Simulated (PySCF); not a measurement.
**A diatomic session: TeC**

The task here is to estimate one member of a computed series from the others.

Program: PySCF 2.14.0. Level of theory: Te cc-pVDZ-PP with ECP28, C cc-pVDZ, scalar-relativistic core potentials. These are calculated values, not measurements.

The first run:

A driver script around PySCF takes these settings:

```
atoms                         : Te, C
charge                        : 0
basis                         : Te cc-pVDZ-PP with ECP28, C cc-pVDZ
Hamiltonian                   : scalar-relativistic core potentials
basis functions               : 37
electrons treated             : 30
masses in u                   : 129.9062, 12.0000
levels                        : PBE0, PBE, r²SCAN, revPBE, M06, PBEsol, HF, MP2, SCS-MP2, CCSD, CCSD(T)
grid                          : 80 radial by 434 angular points
occupations                   : held fixed by the projection of orbital angular momentum
dissociation limit            : Te + C, each in its ground configuration
starting distance in angstrom : 2.030
values of 2S to try           : 0, 2, 4
```

Launch:

```console
> OMP_NUM_THREADS=1 python dia.py task.json out
```

Among the steps run: Set-up; The PBE0 curve of the state that the search chose; Excited determinants; PBE; r²SCAN (meta-GGA); revPBE; M06 (hybrid meta-GGA); PBEsol (GGA); RHF; MP2 and coupled cluster.

One of the session's tables, all rows but one given; the rest of the session is left out.

It belongs to the step «The curves together». Energy (eV) from each level's lowest point:

| R (Å) | RHF | RHF-MP2 | RHF-SCS-MP2 | RHF-CCSD | RHF-CCSD(T) |
| --- | --- | --- | --- | --- | --- |
| 1.634 | 1.579 | 1.843 | 1.839 | n/a | n/a |
| 1.710 | 0.645 | 0.845 | 0.841 | 0.832 | 0.937 |
| 1.786 | 0.157 | 0.282 | 0.279 | 0.274 | 0.342 |
| 1.843 | ? | ? | ? | ? | ? |
| 1.900 | 0.000 | 0.000 | 0.000 | 0.000 | 0.001 |
| 1.957 | 0.100 | 0.037 | 0.039 | 0.038 | 0.000 |
| 2.033 | 0.357 | 0.219 | 0.221 | 0.211 | 0.116 |
| 2.128 | 0.810 | 0.610 | 0.609 | 0.562 | 0.386 |
| 2.242 | 1.458 | 1.276 | 1.261 | 1.096 | 0.807 |
| 2.394 | 2.356 | 2.485 | 2.415 | n/a | n/a |

Estimate the missing values for R (Å) = 1.843.

Worked estimate for «RHF». A straight line through the neighbours (1.786, 0.157) and (1.900, 0.000) gives 0.157 + (0.000 − 0.157) × (1.843 − 1.786) / (1.900 − 1.786) = 0.079; a parabola fitted to 4 rows on both sides gives 0.001.

The run gave: RHF: 0.008; RHF-MP2: 0.072; RHF-SCS-MP2: 0.070; RHF-CCSD: 0.068; RHF-CCSD(T): 0.104. In «RHF» the line misses by +0.071 and the parabola by -0.007.
